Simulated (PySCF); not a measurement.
# C7H12FO2: the cost of one run

Programs: PySCF 2.14.0, with density-fitted response routines of our own. Each step states its level of theory. These are calculated values for one molecule, in the gas phase or a continuum, unless marked as measured. Atoms are numbered from 0 throughout.

## Step 1: The molecule as given

22 atoms, charge -1, multiplicity 1; geometry from: GFN2-xTB. The atoms were then displaced at random by about 0.01 Å, so the start is not that level's minimum.

Bonds of the start (Å): C0–O1 1.40, O1–C2 1.43, C2–C3 1.51, C3–C4 1.53, C3–C5 1.57, C3–C6 1.51, C6–C7 1.36, C7–O8 1.23, C7–F9 1.48, C0–H10 1.07, C0–H11 1.11, C0–H12 1.14, C2–H13 1.09, C2–H14 1.08, C4–H15 1.10, C4–H16 1.10, C4–H17 1.07, C5–H18 1.10, C5–H19 1.11, C5–H20 1.09, C6–H21 1.07.

## Step 2: Relaxing the molecule at PBE0-D3(BJ)/def2-SVP

What the job is given:

```
{"job": {"xc": "PBE0", "basis": "def2-SVP", "d3": "d3bj", "grid": 1, "shake": 0.01, "kind": "geom"}, "charge": -1, "multiplicity": 1}
C      2.480210     0.342380     0.260500
O      1.866450    -0.868830    -0.087070
C      0.633690    -0.735930    -0.809030
C     -0.553180    -0.359320     0.047050
C     -0.641630    -1.313520     1.244940
C     -1.832610    -0.608970    -0.826910
C     -0.553460     1.062970     0.540310
C     -0.516960     2.208490    -0.190220
O     -0.531400     3.396660     0.125380
F     -0.465490     1.956970    -1.644130
H      3.354100     0.132810     0.832540
H      2.734150     0.935030    -0.638760
H      1.750390     0.991450     0.844730
H      0.482370    -1.721210    -1.240030
H      0.768130    -0.011580    -1.605210
H     -1.505210    -1.065170     1.882740
H      0.262490    -1.186790     1.855760
H     -0.715370    -2.338920     0.931970
H     -1.880520    -1.660570    -1.155990
H     -2.752590    -0.378030    -0.250100
H     -1.819720     0.033810    -1.705250
H     -0.628920     1.192650     1.600260
```

On the command line:

```bash
$ OMP_NUM_THREADS=1 python probes_run.py task.json out
```

This one command runs all jobs of the session in turn.

Q: Estimate the wall time and peak memory of this first job on 1 thread of Arm Neoverse N1, shared host.

About 6.3 min, with a peak of 0.88 GiB.
